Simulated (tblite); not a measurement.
# H44Si30: the cost of one run

Computed with tblite 0.8.0 and PySCF 2.14.0 and routines of our own; the level stands in each step. Atoms count from 0.

### Step 1. The system as given

74 atoms, charge 0, multiplicity 1; geometry from: force field, distance geometry or constructed start.

### Step 2. Geometry optimisation with GFN2-xTB

What the job is given:

```
{"job": {"kind": "relax", "xc": "GFN2-xTB", "basis": "xTB"}, "charge": 0, "multiplicity": 1}
Si    -1.923800     1.111800    -0.376600
Si    -3.860700     2.229700     0.368100
Si    -5.781000     1.111300    -0.374000
Si    -5.786900    -1.109200     0.368800
Si    -3.858500    -2.228300    -0.371600
Si    -1.932000    -1.114100     0.372400
Si     3.857600     4.455900    -0.378300
Si     1.932100     5.570500     0.376500
Si     0.002700     4.452100    -0.375400
Si    -0.002800     2.226300     0.376600
Si     1.926600     1.112400    -0.377100
Si     3.855000     2.225100     0.375000
Si     5.782800     1.114300    -0.370000
Si     1.930900    -1.114200     0.372300
Si     3.855300    -2.222000    -0.374800
Si     5.784300    -1.113000     0.381300
Si    -7.714500    -2.225200    -0.374100
Si    -7.716000    -4.457600     0.374000
Si    -5.786800    -5.566000    -0.372500
Si    -3.854700    -4.453300     0.377700
Si    -0.002300    -2.223300    -0.373500
Si    -0.000900    -4.452700     0.374800
Si     1.932100    -5.563200    -0.368400
Si     3.853300    -4.458500     0.373500
Si    -1.928200     5.570400     0.375900
Si    -3.863600     4.453300    -0.372500
Si     7.715600     4.456500    -0.375700
Si     5.785600     5.568400     0.376200
Si     7.715500     2.227500     0.373000
Si    -1.927600    -5.567400    -0.371600
H     -1.925100     1.114200    -1.816100
H     -3.859400     2.228400     1.815200
H     -5.787200     1.113700    -1.816900
H     -6.960800     1.791600     0.105700
H     -5.785000    -1.111800     1.811700
H     -3.857000    -2.224900    -1.817900
H     -1.929500    -1.113500     1.810900
H      3.858400     4.456700    -1.817600
H      1.929800     5.563900     1.814900
H      1.923900     6.929900    -0.100800
H     -0.000100     4.451900    -1.811200
H      0.005900     2.221500     1.818700
H      1.933600     1.114600    -1.818600
H      3.860100     2.226600     1.813200
H      5.782500     1.115300    -1.812600
H      1.926800    -1.112000     1.811600
H      3.859900    -2.227000    -1.815600
H      5.785900    -1.111000     1.817300
H      6.964500    -1.792500    -0.101800
H     -7.713000    -2.226400    -1.813000
H     -8.892500    -1.555100     0.105100
H     -7.708300    -4.452900     1.814700
H     -8.892000    -5.134000    -0.101900
H     -5.789600    -5.569400    -1.818000
H     -5.785500    -6.927400     0.103500
H     -3.858000    -4.451200     1.815600
H      0.006600    -2.232800    -1.816900
H      0.002700    -4.446600     1.814300
H      1.928800    -5.568500    -1.811000
H      1.927800    -6.924500     0.101000
H      3.853700    -4.453300     1.816500
H      5.038000    -5.133900    -0.103900
H     -1.927000     5.568500     1.815800
H     -1.928900     6.930000    -0.100900
H     -3.851800     4.457500    -1.813000
H     -5.039000     5.135400     0.103300
H      7.717300     4.457300    -1.816200
H      8.894100     5.131900     0.107900
H      5.782200     5.562500     1.810000
H      5.783500     6.923100    -0.096100
H      7.713900     2.223100     1.818300
H      8.889800     1.544100    -0.099400
H     -1.926800    -5.569100    -1.810800
H     -1.928300    -6.921600     0.103500
```

Run with:

```console
OMP_NUM_THREADS=8 python large_run.py task.json out
```

The driver reads the jobs from task.json and runs them one after another.

Q: Estimate the wall time and peak memory of this first job on 8 threads of Arm Neoverse V1, shared host.

About 9.8 s, with a peak of 0.13 GiB.
